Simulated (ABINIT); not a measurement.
The system is AgRh.

```xyz
2
Lattice="2.7776 0.0000 0.0000 -1.3888 2.4055 0.0000 0.0000 0.0000 4.8086" Properties=species:S:1:pos:R:3 pbc="T T T"
Ag    0.0000    0.0000    2.4043
Rh    1.3888    0.8018    0.0000
```

The cell comes from a database or a generator and needn't be the stable form of this composition.

- Program: ABINIT 10.8.3 (patched build)
- Task: relaxation of cell and atoms
- Functional: PBE
- Dispersion: D3(BJ)
- Potentials or basis: JTH PAW PBE v2.0
- Cutoff: 463 eV
- k mesh: 11 × 11 × 6
- Occupations: fermi-dirac, width 0.05 eV
- Spin: no spin polarisation

At the start: pressure -8.2 GPa; volume 16.06 Å³/atom.

Question: How do energy, volume and symmetry change on relaxing?

Answer: Over 7 steps the energy falls by 23.2 meV/atom and the volume is 15.22 Å³/atom (-5.2 %); space group P-6m2 (No. 187, to 0.05 Å).

The path:
| step | energy change (eV) | largest force (eV/Å) | pressure (GPa) | volume (Å³) |
| --- | --- | --- | --- | --- |
| 1 | 0.0000 | 0.0000 | -8.22 | 32.13 |
| 2 | -0.0325 | 0.0000 | -4.62 | 31.33 |
| 3 | -0.0456 | 0.0000 | 0.60 | 30.36 |
| 4 | -0.0460 | 0.0000 | 0.05 | 30.45 |
| 5 | -0.0463 | 0.0000 | -0.19 | 30.48 |
| 6 | -0.0465 | 0.0000 | -0.12 | 30.46 |
| 7 | -0.0465 | 0.0000 | -0.03 | 30.45 |

Final structure:
```
Ag Rh
1.0
     2.73762    0.00000    0.00000
    -1.36881    2.37085    0.00000
     0.00000    0.00000    4.69087
Ag Rh
1 1
Cartesian
  0.0000 0.0000 2.3454
  1.3688 0.7903 0.0000
```

Caveat: pairwise dispersion overbinds metals, which lowers pressure and volume.
